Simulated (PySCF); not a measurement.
# A diatomic session: MgHg+

An exercise on one series of results from a longer session: the logs are not shown, and one member is left open.

Computed with PySCF 2.14.0. Level: Mg def2-SVP, Hg def2-SVP with ECP60, scalar-relativistic core potentials.

Set-up of the first run:

The job is set up so:

```
atoms                         : Mg, Hg
charge                        : 1
basis                         : Mg def2-SVP, Hg def2-SVP with ECP60
Hamiltonian                   : scalar-relativistic core potentials
basis functions               : 50
electrons treated             : 31
masses in u                   : 23.9850, 201.9706
levels                        : PBE0, PBE, r²SCAN, M06-2X, TPSSh, M06-L, ωB97X, HF, MP2, SCS-MP2, CCSD, CCSD(T)
grid                          : 80 radial by 434 angular points
occupations                   : held fixed by the projection of orbital angular momentum
dissociation limit            : Mg+ + Hg, each in its ground configuration
starting distance in angstrom : 2.830
values of 2S to try           : 1, 3
```

Started as:

```sh
OMP_NUM_THREADS=1 python dia.py task.json out
```

Steps of the session up to this table: Input; The PBE0 curve of the state that the search chose; Higher solutions at PBE0; PBE (GGA); r²SCAN (meta-GGA); M06-2X (hybrid meta-GGA); TPSSh; M06-L (meta-GGA); ωB97X (range-separated hybrid); UHF; MP2 and coupled cluster.

One table of the session follows, with a row left open; its other results are not shown here.

| level | Re (Å) | ωe (cm⁻¹) | De (eV) |
| --- | --- | --- | --- |
| UHF | ? | ? | ? |
| UHF-MP2 | 2.900 | 153.5 | 0.494 |
| UHF-SCS-MP2 | 2.921 | 149.7 | 0.486 |
| UHF-CCSD | 2.917 | 157.6 | 0.59 |
| UHF-CCSD(T) | 2.913 | 158.6 | 0.60 |
| PBE | 2.896 | 159.9 | 0.75 |
| r²SCAN | 2.880 | 162.8 | 0.73 |
| M06-L | 2.915 | 153.2 | 0.78 |
| TPSSh | 2.901 | 159.3 | 0.76 |
| PBE0 | 2.897 | 161.3 | 0.72 |
| M06-2X | 2.932 | 149.3 | 0.86 |
| ωB97X | 2.920 | 158.3 | 0.62 |

Q: Estimate the row for UHF from the others.

As computed: Re (Å): 3.023; ωe (cm⁻¹): 140.7; De (eV): 0.50. In the column «Re (Å)» it is the highest.

De is counted to Mg+ + Hg in their ground configurations.
